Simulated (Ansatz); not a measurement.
# SiSbH₅: how energies converge with the basis set

Aim: see how fast density functionals converge with the basis set for SiSbH₅.

The runs use Ansatz 0.2.0, Gaussian basis; one geometry, several basis sets.

Plan: PBE0-D4/def2-SVP; ωB97M-V/def2-SVP; PBE0-D4/def2-QZVPP; ωB97M-V/def2-QZVPP; the functionals' def2-TZVPP values are taken from earlier runs.

## (1) The relaxed structure

All runs share one geometry, relaxed beforehand with PBE0-D4/def2-TZVP. Sb takes the def2 core potential; no spin-orbit term is included.

SMILES `[SiH3][SbH2]`, 7 atoms, charge 0, spin multiplicity 1.

Atoms are counted from 1 here; the program's logs count them from 0.

Bond lengths: Si1–Sb2 2.574 Å, Si1–H3 1.487 Å, Si1–H4 1.487 Å, Si1–H5 1.485 Å, Sb2–H6 1.708 Å, Sb2–H7 1.709 Å. Angles: Sb2–Si1–H3 108.7°, Sb2–Si1–H4 108.6°, Sb2–Si1–H5 112.8°, H3–Si1–H4 108.6°, H3–Si1–H5 109.1°, H4–Si1–H5 109.1°, Si1–Sb2–H6 91.0°, Si1–Sb2–H7 90.9°, H6–Sb2–H7 91.5°.

Geometry (Å):

```xyz
7

Si   -0.6481   -0.5393   -0.4471
Sb    1.1767    0.1378    1.2374
H    -1.8828   -0.8894    0.3039
H    -0.1877   -1.7434   -1.1883
H    -0.9614    0.5386   -1.4199
H     0.4242    1.6510    1.4885
H     2.1405    0.7767   -0.0203
```

## (2) PBE0-D4 in def2-SVP

Input file in.yaml:

```yaml
crystal:
  periodic: [false, false, false]
  atoms:
    - {symbol: Si, position_ang: [-0.648085, -0.539314, -0.447082]}
    - {symbol: Sb, position_ang: [1.176677, 0.137814, 1.237380]}
    - {symbol: H, position_ang: [-1.882825, -0.889447, 0.303868]}
    - {symbol: H, position_ang: [-0.187742, -1.743379, -1.188290]}
    - {symbol: H, position_ang: [-0.961448, 0.538594, -1.419863]}
    - {symbol: H, position_ang: [0.424213, 1.650988, 1.488510]}
    - {symbol: H, position_ang: [2.140511, 0.776745, -0.020324]}
basis:
  gaussian: {orbitals: def2-SVP}
hamiltonian: {xc: pbe0, dispersion: d4}
output: {orbitals: {seedname: orbitals}}
```

Launch:

```bash
$ ansatz run in.yaml --threads 2 --pin off --events-out ev --progress --plain --max-ram 32768MiB --backend cpu
```

After this run come: ωB97M-V in def2-SVP; PBE0-D4 in def2-QZVPP; ωB97M-V in def2-QZVPP.

Q: Predict the results of all the runs planned. Wanted: PBE0-D4: double and triple zeta above quadruple; ωB97M-V: double and triple zeta above quadruple.

The runs gave:

| quantity | value |
| --- | --- |
| PBE0-D4: double and triple zeta above quadruple | 3.37, 0.32 eV |
| ωB97M-V: double and triple zeta above quadruple | 3.46, 0.31 eV |

What this shows: For PBE0-D4 the step from double to triple zeta gains 3.05 eV and the next only 0.32 eV. These are total energies; as a rule much of such shifts cancels in differences, which this series doesn't test. The LUMO of ωB97M-V is positive and keeps falling with the basis (1.58 to 0.84 eV): an unbound level that the basis holds in place.
